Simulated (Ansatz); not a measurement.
# VWC2 (R-3m) in Ansatz: equation of state

Aim: energy against volume of VWC2 in PBEsol, for its equilibrium volume and stiffness.

All numbers are computed with Ansatz 0.2.0; they aren't measurements. Logs are shortened: lines on timing, memory, paths and dates and some standing lists are left out, and cuts for length are marked.

## (1) The crystal as given

The structure is trigonal, space group R-3m (No. 166). The conventional cell has a = 3.034 Å, b = 3.034 Å, c = 14.802 Å, α = 90.00°, β = 90.00°, γ = 120.00°. W (site symmetry -3m) is surrounded by 6 C at 2.17 Å. V (site symmetry -3m) has 6 C at 2.11 Å as nearest neighbours. C (site symmetry 3m) has 3 V at 2.11 Å and 3 W at 2.17 Å as nearest neighbours.

The cell comes from a database or a generator and needn't be the stable form of this composition.

## (2) Single point, PBEsol, collinear spin, ferromagnetic start, 9.24 Å³/atom (volume scaled by 0.94)

input.yaml reads:

```yaml
crystal:
  lattice:
    - [1.4860724039, 0.8579843024, 4.8331732337]
    - [-1.4860724039, 0.8579843024, 4.8331732337]
    - [0.0, -1.7159686048, 4.8331732337]
  atoms:
    - { symbol: W, position: [0.0, 0.0, 0.0] }
    - { symbol: V, position: [0.5, 0.5, 0.5], spin: 2.0 }
    - { symbol: C, position: [0.246494, 0.246494, 0.246494] }
    - { symbol: C, position: [0.753506, 0.753506, 0.753506] }
hamiltonian:
  xc: pbesol
  pseudopotentials: { kind: paw }
magnetization:
  spin_polarized: true
kpoints:
  mp_grid: { grid: [10, 10, 10] }
scf:
  occupations: { method: fermi_dirac, width: 0.05 }
output:
  forces: true
  stress: true
  eigenvalues: true
```

Potentials or basis: Ansatz PAW.

Run with:

```sh
$ ansatz run input.yaml --threads 2 --pin off --max-ram 5632MiB --backend cpu --events-out ev --progress --plain --runs-dir out
```

The program printed:

```text
Warning: RAYON_NUM_THREADS=2 ignored (pool sized by the plan → 2); use --threads N
basis.fft_grid_basis auto: the FFT boxes are laid along the combinations [[1, 0, -1], [0, 1, -1], [0, 0, 1]] of the cell's own vectors, 2.972, 2.972 and 5.129 Å long. The dense box has 20×20×36 points. Along the cell's own vectors, as sized, it would have 36×36×36, 3.24 times as many. Of the 12 symmetry operations that the crystal satisfies within crystal.symmetry.tolerance (time reversal apart; of a slab, those that keep its plane) the dense box along the cell's own vectors carries 12, and the one as laid loses 8 of those. basis.fft_grid_basis: typed keeps the cell's own vectors: state it where this run's energies or levels are differenced outside the engine with another run's, or held beside a run that keeps those vectors.
Engine: ansatz 0.2.0, x86_64-unknown-linux-gnu
Pseudopotentials: kind: paw
Pseudopotential: W, paw, valence charge 14, recommended cutoff 420 eV (normal), W.paw.azcp
Pseudopotential: V, paw, valence charge 13, recommended cutoff 420 eV (normal), V.paw.azcp
Pseudopotential: C, paw, valence charge 4, recommended cutoff 420 eV (normal), C.paw.azcp
Functional definition: PBEsol
  exchange = pbesol_x
  correlation = pbesol_c
Crystal: 4 atoms, lattice volume = 36.975 Å³
Basis set: ecut = 420 eV, 707 PW (Γ), FFT grids on a1−a3, a2−a3, a3, exchange–correlation on 40×40×72 points (8 copies of the dense FFT grid, shifted against one another)
Bands: 23, of which v1, the nominal top of the filled ones, is band 18 counted from 1 (17 counted from 0)
Symmetry: 12 space group operations
Space group: R-3m (ITA 166), of the structure as read, at distance tolerance 3.3e-5 Å
Magnetic group: BNS 166.97 (UNI 1327), of the structure as read, at distance tolerance 3.3e-5 Å
k-points: 116 of 1000
Non-local potential: W, projectors of the file, l = 0: 3, l = 1: 2, l = 2: 2, l = 3: 1
Non-local potential: V, projectors of the file, l = 0: 3, l = 1: 2, l = 2: 3, l = 3: 1
Non-local potential: C, projectors of the file, l = 0: 2, l = 1: 2, l = 2: 1
PAW form: soft (Blöchl's): semilocal exchange-correlation on the pseudo side does not see the compensation charge
PAW frozen core: W, regenerated for the run's functional, and the local potential with it (the file was generated under x = pbe(κ = 0.804, μ = 0.2195149727645171), c = pbe(β = 0.06672455060314922))
PAW frozen core: V, regenerated for the run's functional, and the local potential with it (the file was generated under x = pbe(κ = 0.804, μ = 0.2195149727645171), c = pbe(β = 0.06672455060314922))
PAW frozen core: C, regenerated for the run's functional, and the local potential with it (the file was generated under x = pbe(κ = 0.804, μ = 0.2195149727645171), c = pbe(β = 0.06672455060314922))
PAW one-centre angular grid: W, 590 points (default); XC on 64 Gauss nodes
PAW one-centre angular grid: V, 590 points (default); XC on 64 Gauss nodes
PAW one-centre angular grid: C, 110 points (default); XC on 64 Gauss nodes
Initial density: superposition of atomic densities (chi_scale 0.1, normalization cell, long waves kept (reshape's long-wave potential 0.00 eV rms))
Starting moments: Σ|m| = 2 μB on 1 of 4 sites
Initial wavefunctions: pseudopotential atomic-orbital guess
Functional: x = pbesol(κ = 0.804, μ = 0.12345679012345678), c = pbesol(β = 0.046)
SCF iter   1: F=—  HF=-13641.873096 eV  |F-HF|=—  |Δ(HF+E_count)|=         —  Δρ=1.36e-1 (↑1.36e-1 ↓1.12e-1)  dr2=2.38e1  dr2_m=2.11e0  M=0.179 μB ∫|m|=0.268 μB  β_m=0.30  ethr=3.10e-3  ⟨swp⟩=5.8  Hψ=24100  notcnv=0
[... 18 lines left out ...]
SCF converged after 13 iterations
Magnetization: 0.0000 μB (17.5000 up, 17.5000 down)
Absolute magnetization: 0.0000 μB (∫|ρ↑−ρ↓|, with the PAW one-centre terms)
Spin contamination: 0.0000 ħ² per cell (⟨S²⟩ above its minimum at these occupations)
Per-site moments (μB) at R_I (Å): [(1.7112139547176052e-7, 0.8779520715628807), (1.6106882046537386e-6, 0.853810956157543), (-2.46845483269797e-7, 0.8538109561575434), (-2.468454832750939e-7, 0.853810956157543)]
Free energy (F): -13635.977471 eV
Harris-Foulkes:  -13635.977471 eV  (|F-HF|=1.87e-9)
Internal energy: -13635.958721 eV  (E = F + TS)
E sigma→0 (E₀):  -13635.968096 eV
Entropy (-TS):   -0.018751 eV (-4.688 meV/atom)
Fermi energy:    20.837779 eV
--- Per-component energies (eV) ---
  E_band       = -137.355240
  E_kinetic    = 975.945052
  E_local      = -1523.012608  (includes V_loc(G=0)·N_el)
  E_nonlocal   = 9.885873
  E_hartree    = 632.726723
  E_xc         = -495.356444
  E_vxc        = -529.058761  (∫ρ·V_xc dr)
  E_paw        = -9712.071241  (= ΣΔE_a)
  E_vpaw       = -336.569425  (= ΣTr[D̂ρ^β])
  E_aug_tail   = 0.000193  (compensation charges beyond the density's cutoff)
  E_ewald      = -3524.489940
  E_core_change = 0.413672  (= ΣΔE_core)
  E_smearing   = -0.018751  (= −TS)
  E_closure    = 0.000000  (closes the sum)
  Σ components = -13635.977471   (vs F -13635.977471, Δ=0.00e0)
--- Forces (eV/Å), atoms counted from 1 ---
  atom   1  W      0.00000000     0.00000000     0.00000000
  atom   2  V      0.00000000    -0.00000000     0.00000000
  atom   3  C     -0.00000000    -0.00000000    -0.19671747
  atom   4  C     -0.00000000     0.00000000     0.19671747
  max |Σ_I F_I| component: 5.55e-17 eV/Å
--- Stress (GPa, compression-positive) ---
       12.104943       0.000000       0.000000
        0.000000      12.104943      -0.000000
        0.000000      -0.000000      11.086400
  P = ⅓ Tr σ = 11.7654 GPa (117.654 kbar)
--- Band table (eV; the first three rows and the last of 232) ---
  k-point 0 ↑: bands = ["-54.1547", "-43.9662", "-18.7016", "-18.2089", "-18.2089", "-17.8843", "-17.7917", "-17.7917", "5.3487", "10.1527", "11.6280", "14.8739", "14.8739", "18.8175", "18.8175", "18.9033", "20.3516", "20.3516", "20.7283", "20.7283", "20.7813", "22.0377", "22.0377"]
  k-point 1 ↑: bands = ["-54.1503", "-43.9625", "-18.6797", "-18.2780", "-18.2243", "-17.8900", "-17.8230", "-17.7990", "5.6160", "9.9118", "11.9416", "14.9667", "15.0240", "18.1093", "18.4104", "18.4653", "18.9716", "20.0379", "21.1961", "21.6199", "21.8560", "22.0951", "22.9018"]
  k-point 2 ↑: bands = ["-54.1389", "-43.9526", "-18.6201", "-18.4559", "-18.2645", "-17.9076", "-17.9035", "-17.8179", "6.3493", "9.4597", "12.6623", "15.0732", "15.3903", "16.2435", "17.3499", "17.7350", "19.0415", "20.4392", "21.6048", "21.7126", "21.9791", "23.1981", "23.2058"]
  k-point 115 ↓: bands = ["-54.1546", "-43.9665", "-18.5608", "-18.2065", "-18.2065", "-18.0394", "-17.7945", "-17.7945", "6.5159", "7.5829", "14.8815", "15.8258", "15.8258", "15.8704", "16.9031", "16.9031", "20.2106", "20.2106", "20.4390", "20.4390", "21.4914", "22.1812", "25.1036"]
```

Run time: 7.3 s. Hardware: 2 threads of AMD EPYC 7R43 (Zen 3), shared host; peak memory 0.52 GiB.

What came out:

| Property | Result |
| --- | --- |
| Free energy | -13635.9775 eV |
| Pressure | 11.8 GPa |
| Largest force | 0.197 eV/Å |
| Band gap on the k mesh | none (metal or under the smearing width) |
| Net moment | 0.00 μB per cell |
| Absolute moment | 0.00 μB per cell |

Caveat: the pressure holds a Pulay correction of +0.4 GPa for the finite cutoff; the PAW data sets come from PBE, with cores solved anew for the run's functional, which leaves a small shift of forces and pressure; the starting moments weren't kept.

## (3) Single point, PBEsol, collinear spin, ferromagnetic start, 9.44 Å³/atom (volume scaled by 0.96)

Changes to input.yaml since step 2:

```diff
@@ -2,5 +2,5 @@
   lattice:
-    - [1.4860724039, 0.8579843024, 4.8331732337]
-    - [-1.4860724039, 0.8579843024, 4.8331732337]
-    - [0.0, -1.7159686048, 4.8331732337]
+    - [1.4965380473, 0.8640266445, 4.8672107864]
+    - [-1.4965380473, 0.8640266445, 4.8672107864]
+    - [0.0, -1.7280532889, 4.8672107864]
   atoms:
```

Potentials or basis: Ansatz PAW.

Run with:

```sh
$ ansatz run input.yaml --threads 2 --pin off --max-ram 5632MiB --backend cpu --events-out ev --progress --plain --runs-dir out
```

It took 8.7 s on 2 threads of AMD EPYC 7R43 (Zen 3), shared host; peak memory 0.52 GiB.

The run converged. Its results:

- Free energy: -13636.0146 eV
- Pressure: 3.5 GPa
- Largest force: 0.087 eV/Å
- Band gap on the k mesh: none (metal or under the smearing width)
- Net moment: 0.00 μB per cell
- Absolute moment: 0.00 μB per cell

Caveat: the pressure holds a Pulay correction of +0.4 GPa for the finite cutoff; the PAW data sets come from PBE, with cores solved anew for the run's functional, which leaves a small shift of forces and pressure; the starting moments weren't kept.

## (4) Single point, PBEsol, collinear spin, ferromagnetic start, 9.64 Å³/atom (volume scaled by 0.98)

Changes to input.yaml since step 3:

```diff
@@ -2,5 +2,5 @@
   lattice:
-    - [1.4965380473, 0.8640266445, 4.8672107864]
-    - [-1.4965380473, 0.8640266445, 4.8672107864]
-    - [0.0, -1.7280532889, 4.8672107864]
+    - [1.5068593255, 0.8699856372, 4.9007788181]
+    - [-1.5068593255, 0.8699856372, 4.9007788181]
+    - [0.0, -1.7399712744, 4.9007788181]
   atoms:
@@ -23 +23,5 @@
   eigenvalues: true
+  write_density: true
+  write_potential: true
+  elf: true
+  volumetric_format: npy
```

Run with:

```sh
$ ansatz run input.yaml --threads 2 --pin off --max-ram 5632MiB --backend cpu --events-out ev --progress --plain --runs-dir out
```

Wall time 10 s (2 threads of AMD EPYC 7R43 (Zen 3), shared host); peak memory 0.54 GiB.

Results (log left out):

```
Free energy            : -13636.0132 eV
Pressure               : -3.9 GPa
Largest force          : 0.014 eV/Å
Band gap on the k mesh : none (metal or under the smearing width)
Net moment             : 0.00 μB per cell
Absolute moment        : 0.00 μB per cell
```

Caveat: the pressure holds a Pulay correction of +0.3 GPa for the finite cutoff; the PAW data sets come from PBE, with cores solved anew for the run's functional, which leaves a small shift of forces and pressure; the starting moments weren't kept.

## (5) Single point, PBEsol, collinear spin, ferromagnetic start, 9.83 Å³/atom

Changes to input.yaml since step 4:

```diff
@@ -2,5 +2,5 @@
   lattice:
-    - [1.5068593255, 0.8699856372, 4.9007788181]
-    - [-1.5068593255, 0.8699856372, 4.9007788181]
-    - [0.0, -1.7399712744, 4.9007788181]
+    - [1.5170411163, 0.8758640969, 4.933893193]
+    - [-1.5170411163, 0.8758640969, 4.933893193]
+    - [0.0, -1.7517281937, 4.933893193]
   atoms:
@@ -23,5 +23 @@
   eigenvalues: true
-  write_density: true
-  write_potential: true
-  elf: true
-  volumetric_format: npy
```

Run with:

```sh
$ ansatz run input.yaml --threads 2 --pin off --max-ram 5632MiB --backend cpu --events-out ev --progress --plain --runs-dir out
```

It took 8.2 s on 2 threads of AMD EPYC 7R43 (Zen 3), shared host; peak memory 0.53 GiB.

Results (log left out):

```
Free energy            : -13635.9772 eV
Pressure               : -10.6 GPa
Largest force          : 0.108 eV/Å
Band gap on the k mesh : none (metal or under the smearing width)
Net moment             : 0.00 μB per cell
Absolute moment        : 0.00 μB per cell
```

Caveat: the pressure holds a Pulay correction of +0.3 GPa for the finite cutoff; the PAW data sets come from PBE, with cores solved anew for the run's functional, which leaves a small shift of forces and pressure; the starting moments weren't kept.

## (6) Single point, PBEsol, collinear spin, ferromagnetic start, 10.03 Å³/atom (volume scaled by 1.02)

Changes to input.yaml since step 5:

```diff
@@ -2,5 +2,5 @@
   lattice:
-    - [1.5170411163, 0.8758640969, 4.933893193]
-    - [-1.5170411163, 0.8758640969, 4.933893193]
-    - [0.0, -1.7517281937, 4.933893193]
+    - [1.527088039, 0.8816646904, 4.9665689346]
+    - [-1.527088039, 0.8816646904, 4.9665689346]
+    - [0.0, -1.7633293808, 4.9665689346]
   atoms:
```

Potentials or basis: Ansatz PAW.

Run with:

```sh
$ ansatz run input.yaml --threads 2 --pin off --max-ram 5632MiB --backend cpu --events-out ev --progress --plain --runs-dir out
```

Run time: 8.5 s. Hardware: 2 threads of AMD EPYC 7R43 (Zen 3), shared host; peak memory 0.54 GiB.

It converged, with:

| Property | Result |
| --- | --- |
| Free energy | -13635.9103 eV |
| Pressure | -16.6 GPa |
| Largest force | 0.194 eV/Å |
| Band gap on the k mesh | none (metal or under the smearing width) |
| Net moment | 0.00 μB per cell |
| Absolute moment | 0.00 μB per cell |

Caveat: the pressure holds a Pulay correction of +0.3 GPa for the finite cutoff; the PAW data sets come from PBE, with cores solved anew for the run's functional, which leaves a small shift of forces and pressure; the starting moments weren't kept.

## (7) Single point, PBEsol, collinear spin, ferromagnetic start, 10.23 Å³/atom (volume scaled by 1.04)

Changes to input.yaml since step 6:

```diff
@@ -2,5 +2,5 @@
   lattice:
-    - [1.527088039, 0.8816646904, 4.9665689346]
-    - [-1.527088039, 0.8816646904, 4.9665689346]
-    - [0.0, -1.7633293808, 4.9665689346]
+    - [1.537004473, 0.8873899462, 4.9988202859]
+    - [-1.537004473, 0.8873899462, 4.9988202859]
+    - [0.0, -1.7747798924, 4.9988202859]
   atoms:
```

Run with:

```sh
$ ansatz run input.yaml --threads 2 --pin off --max-ram 5632MiB --backend cpu --events-out ev --progress --plain --runs-dir out
```

Run time: 8.7 s. Hardware: 2 threads of AMD EPYC 7R43 (Zen 3), shared host; peak memory 0.54 GiB.

The run converged. Its results:

* Free energy: -13635.8155 eV
* Pressure: -21.9 GPa
* Largest force: 0.274 eV/Å
* Band gap on the k mesh: none (metal or under the smearing width)
* Net moment: 0.00 μB per cell
* Absolute moment: 0.00 μB per cell

Caveat: the pressure holds a Pulay correction of +0.3 GPa for the finite cutoff; the PAW data sets come from PBE, with cores solved anew for the run's functional, which leaves a small shift of forces and pressure; the starting moments weren't kept.

## (8) Single point, PBEsol, collinear spin, ferromagnetic start, 10.42 Å³/atom (volume scaled by 1.06)

Changes to input.yaml since step 7:

```diff
@@ -2,5 +2,5 @@
   lattice:
-    - [1.537004473, 0.8873899462, 4.9988202859]
-    - [-1.537004473, 0.8873899462, 4.9988202859]
-    - [0.0, -1.7747798924, 4.9988202859]
+    - [1.5467945743, 0.8930422639, 5.030660764]
+    - [-1.5467945743, 0.8930422639, 5.030660764]
+    - [0.0, -1.7860845277, 5.030660764]
   atoms:
@@ -23 +23,5 @@
   eigenvalues: true
+  write_density: true
+  write_potential: true
+  elf: true
+  volumetric_format: npy
```

Run with:

```sh
$ ansatz run input.yaml --threads 2 --pin off --max-ram 5632MiB --backend cpu --events-out ev --progress --plain --runs-dir out
```

It took 9.6 s on 2 threads of AMD EPYC 7R43 (Zen 3), shared host; peak memory 0.53 GiB.

Results (log left out):

* Free energy: -13635.6958 eV
* Pressure: -26.8 GPa
* Largest force: 0.348 eV/Å
* Band gap on the k mesh: none (metal or under the smearing width)
* Net moment: 0.00 μB per cell
* Absolute moment: 0.00 μB per cell

Caveat: the PAW data sets come from PBE, with cores solved anew for the run's functional, which leaves a small shift of forces and pressure; the starting moments weren't kept.

## (9) Equation of state, PBEsol, collinear spin, ferromagnetic start

Potentials or basis: Ansatz PAW.

This step only gathers the single runs of the series.

Results:

| Property | Result |
| --- | --- |
| Equilibrium volume | 9.53 Å³/atom |
| Bulk modulus at fixed shape and positions | 361 GPa |
| Pressure derivative of the bulk modulus | 4.3 |

Energy against volume, from the lowest point:
```
volume (Å³/atom)  energy (meV/atom)
           9.244               9.28
           9.440               0.00
           9.637               0.34
           9.834               9.33
          10.030              26.07
          10.227              49.76
          10.424              79.70
```

Caveat: the cell was scaled at fixed shape and fractional positions, which overstates the stiffness of a crystal with free parameters, most of all of layers and chains.
